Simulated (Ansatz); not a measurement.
# Cl2H2Sn: the cost of one run

Program: Ansatz 0.2.0. Level of theory: UHF/def2-SVP. These are calculated values, not measurements.

## 1. Starting point

Bond lengths: Sn1–Cl2 2.442 Å, Sn1–Cl3 2.396 Å, Sn1–H4 1.879 Å. Angles: Cl2–Sn1–Cl3 98.3°, Cl2–Sn1–H4 65.5°, Cl3–Sn1–H4 93.1°.

Structure file:

```xyz
5

Sn    0.1661   -0.6750    0.8001
Cl    1.7348    1.1277    0.2959
Cl    0.2311   -1.7930   -1.3179
H    -0.6249    0.8681    0.0760
H    -1.5071    0.4722    0.1459
```

## 2. Run 1

150 steps of 0.5 fs at constant energy, with velocities drawn for 1000 K.

Input file input.yaml:

```yaml
crystal:
  periodic: [false, false, false]
  atoms:
    - { symbol: Sn, position_ang: [0.1661, -0.675, 0.8001] }
    - { symbol: Cl, position_ang: [1.7348, 1.1277, 0.2959] }
    - { symbol: Cl, position_ang: [0.2311, -1.793, -1.3179] }
    - { symbol: H, position_ang: [-0.6249, 0.8681, 0.076] }
    - { symbol: H, position_ang: [-1.5071, 0.4722, 0.1459] }
magnetization:
  spin_polarized: true
basis:
  gaussian: { orbitals: def2-SVP }
hamiltonian:
  xc: hf
md:
  timestep: 0.5
  n_steps: 150
  ensemble: nve
  temperature: 1000.0
  initial_velocities: maxwell_boltzmann
  seed: 119937
```

On the command line:

```sh
$ ansatz run input.yaml --threads 1 --pin off --max-ram 2048MiB --backend cpu --events-out ev --progress --plain --runs-dir out
```

Q: Estimate wall time and peak memory on 1 thread of Arm Neoverse V2, shared host.

About 3.5 min, with a peak of 0.18 GiB.
